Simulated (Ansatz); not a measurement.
# TiCl+ (triplet): the correlation ladder, def2-TZVPP

One table from this session's results is given with a row withheld; the runs are named, their logs left out.

Computed with Ansatz 0.2.0, Gaussian basis. Level: def2-TZVPP, core rule «outside noble gas», up to 14 orbitals frozen.

The runs, in order: UHF; CCSD(T) on ROHF; CCSD(T) on UHF; CCSDT(Q) on ROHF; CCSDT(Q) on UHF.

9 further runs of the same task are left out: 2 for a known fault of the program, 7 set aside as unsound or not needed.

## The geometry

The geometry is a PBE0/def2-TZVP stationary point (not a proven minimum).

2 atoms, charge 1, spin multiplicity 3.

Atoms are counted from 1 here; the program's logs count them from 0.

Bond lengths: Ti1–Cl2 2.169 Å.

The first run:

Input file in.yaml:

```yaml
crystal:
  periodic: [false, false, false]
  atoms:
    - {symbol: Ti, position_ang: [0.000000, 0.000000, 0.000000]}
    - {symbol: Cl, position_ang: [0.000000, 0.000000, 2.168600]}
basis:
  gaussian: {orbitals: def2-TZVPP}
total_charge: 1
magnetization: {spin_polarized: true, initial_magnetization: 2}
hamiltonian: {xc: hf}
output: {orbitals: {seedname: orbitals}}
```

Started as:

```
$ ansatz run in.yaml --threads 1 --pin off --events-out ev --progress --plain --max-ram 4096MiB --backend cpu
```

Steps of the session up to this table: UHF; CCSD(T) on ROHF; CCSD(T) on UHF; CCSDT(Q) on ROHF; CCSDT(Q) on UHF.

One table of the session follows, with a row left open; its other results are not shown here.

```
   method  from RCCSDT(Q) (kJ/mol)
     ROHF                   +675.4
      UHF                   +662.6
     RMP2                        ?
     UMP2                    +78.9
    RCCSD                    +35.7
    UCCSD                    +25.7
 RCCSD(T)                     +5.4
 UCCSD(T)                     -4.2
   RCCSDT                     +1.8
   UCCSDT                     -6.9
RCCSDT(Q)                        0
UCCSDT(Q)                     -8.9
```

Estimate the missing values for RMP2.

**Answer.** from RCCSDT(Q) (kJ/mol): +89.8. In the column «from RCCSDT(Q) (kJ/mol)» it lies between UMP2 (+78.9) and UHF (+662.6).

Caveats from the session: Restricted and unrestricted rows rest on different reference determinants; where their highest levels disagree by more than a few hundredths of an eV, they describe different states and don't form one ladder.
